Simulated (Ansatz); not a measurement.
**CsPbCl3: the cell at several levels of theory**

The task here is to estimate one member of a computed series from the others.

Code: Ansatz 0.2.0. PAW datasets, plane waves, zero pressure. Computed at 0 K without zero-point motion; spin polarisation is off.

### The structure to begin with

This is the cell as the run starts from it, not yet at rest; its lengths are not the crystal's.

It is cubic, Pm-3m (No. 221); a = 4.993 Å in the conventional setting, 24.89 Å³ an atom. Near Cs stand 12 Cl at 3.53 Å; near Pb stand 6 Cl at 2.50 Å; near Cl stand 2 Pb at 2.50 Å and 4 Cs at 3.53 Å.

Structure file:

```
CELL_PARAMETERS angstrom
4.99292 0.00000 0.00000
0.00000 4.99292 0.00000
0.00000 0.00000 4.99292
ATOMIC_POSITIONS crystal
Cs 0.00000 0.00000 0.00000
Pb 0.50000 0.50000 0.50000
Cl 0.50000 0.50000 0.00000
Cl 0.50000 0.00000 0.50000
Cl 0.00000 0.50000 0.50000
```

Set-up of the first run:

The input, input.yaml:

```yaml
crystal:
  lattice:
    - [4.99292174, 0.0, 0.0]
    - [0.0, 4.99292174, 0.0]
    - [0.0, 0.0, 4.99292174]
  atoms:
    - { symbol: Cs, position: [0.0, 0.0, 0.0] }
    - { symbol: Pb, position: [0.5, 0.5, 0.5] }
    - { symbol: Cl, position: [0.5, 0.5, 0.0] }
    - { symbol: Cl, position: [0.5, 0.0, 0.5] }
    - { symbol: Cl, position: [0.0, 0.5, 0.5] }
kpoints:
  mp_grid: { grid: [6, 6, 6] }
hamiltonian:
  xc: pbe
scf:
  occupations: { method: fermi_dirac, width: 0.02 }
relax:
  f_tol: 0.005
  cell: {}
```

The run is started by

```
$ ansatz run input.yaml --threads 4 --pin off --max-ram 7372MiB --backend cpu --events-out ev --progress --plain --runs-dir out
```

Steps of the session up to this table: Relaxation with PBE; Relaxing with r2SCAN; Relaxation with PBEsol; Relaxing with LDA.

One table of the session follows, with a row left open; its other results are not shown here.

It belongs to the step «The cells side by side». 

```
 level  a (Å)  volume (Å³/atom)
   PBE  5.733            37.689
r2SCAN      ?                 ?
PBEsol  5.626            35.606
   LDA  5.530            33.818
```

Q: Estimate the row for r2SCAN from the others.

**Answer.** a (Å): 5.677; volume (Å³/atom): 36.593. In the column «a (Å)» it lies between PBEsol (5.626) and PBE (5.733).

LDA gives the smallest cell and PBE the largest; they differ by 11.4 % in volume, a mean of 3.7 % in length. The meshes differ: PBE 6×6×6, r2SCAN 4×4×4, PBEsol 4×4×4, LDA 4×4×4.
